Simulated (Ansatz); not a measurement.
**Y2AlSi2: molecular dynamics**

Aim: ramp the temperature up and watch the lattice. Runs: 310 steps of 3 fs under a Langevin thermostat, set from 300 K to 4200 K by a schedule. The start is the crystal (Immm), its volume scaled by 1.05.

All numbers below are computed with Ansatz 0.2.0 (DFT PBEsol, plane waves, PAW, scalar-relativistic, no spin polarisation).

### Step 1. The system as given

The cell holds 20 atoms (Al4Si8Y8): a = 8.233 Å, b = 5.842 Å, c = 8.805 Å, α = 90.00°, β = 90.00°, γ = 90.00°.

The coordinates stand in the first input below.

### Step 2. The run

310 steps of 3 fs under a Langevin thermostat, set from 300 K to 4200 K by a schedule.

Contents of input.yaml:

```yaml
crystal:
  lattice:
    - [8.23281, 0.0, 0.0]
    - [0.0, 5.842246, 0.0]
    - [0.0, 0.0, 8.805042]
  atoms:
    - { symbol: "Y", position: [0.25, 0.0, 0.28855] }
    - { symbol: "Y", position: [0.0, 0.5, 0.21145] }
    - { symbol: Al, position: [0.0, 0.0, 0.0] }
    - { symbol: Si, position: [0.25, 0.2898, 0.0] }
    - { symbol: Si, position: [0.0, 0.2102, 0.5] }
    - { symbol: "Y", position: [0.75, 0.0, 0.28855] }
    - { symbol: "Y", position: [0.5, 0.5, 0.21145] }
    - { symbol: Al, position: [0.5, 0.0, 0.0] }
    - { symbol: Si, position: [0.75, 0.2898, 0.0] }
    - { symbol: Si, position: [0.5, 0.2102, 0.5] }
    - { symbol: "Y", position: [0.5, 0.5, 0.78855] }
    - { symbol: "Y", position: [0.25, 0.0, 0.71145] }
    - { symbol: Al, position: [0.25, 0.5, 0.5] }
    - { symbol: Si, position: [0.5, 0.7898, 0.5] }
    - { symbol: Si, position: [0.25, 0.7102, 0.0] }
    - { symbol: "Y", position: [0.0, 0.5, 0.78855] }
    - { symbol: "Y", position: [0.75, 0.0, 0.71145] }
    - { symbol: Al, position: [0.75, 0.5, 0.5] }
    - { symbol: Si, position: [0.0, 0.7898, 0.5] }
    - { symbol: Si, position: [0.75, 0.7102, 0.0] }
basis:
  ecutwfc: 420.0
kpoints:
  mp_grid: { grid: [2, 2, 1] }
hamiltonian:
  xc: pbesol
scf:
  occupations: { method: fermi_dirac, width: 0.36 }
  lower_state_search: "off"
md:
  timestep: 3.0
  n_steps: 310
  ensemble: nvt_langevin
  temperature: 300.0
  initial_velocities: maxwell_boltzmann
  seed: 622354
  friction: 0.02
  temperature_schedule: [{ n_steps: 310, end_temperature: 4200.0 }]
```

The run is started by

```sh
ansatz run input.yaml --threads 1 --pin off --max-ram 3072MiB --backend cpu --events-out ev --progress --plain --runs-dir out
```

**Question.** What will these runs give? Wanted: temperature, first and last step; temperature, second half; potential energy, second half.

The runs gave:

| quantity | value |
| --- | --- |
| length | 310 steps of 3 fs |
| temperature, first and last step | 285 and 3345 K |
| temperature, second half | mean 2906 K, from 1644 to 4652 K |
| potential energy, second half | +362 meV/atom from the start |

In words: The run blows up, reaching 4652 K, so it describes no real motion. A run of 930 fs with 20 atoms shows the motion but fixes no equilibrium value.
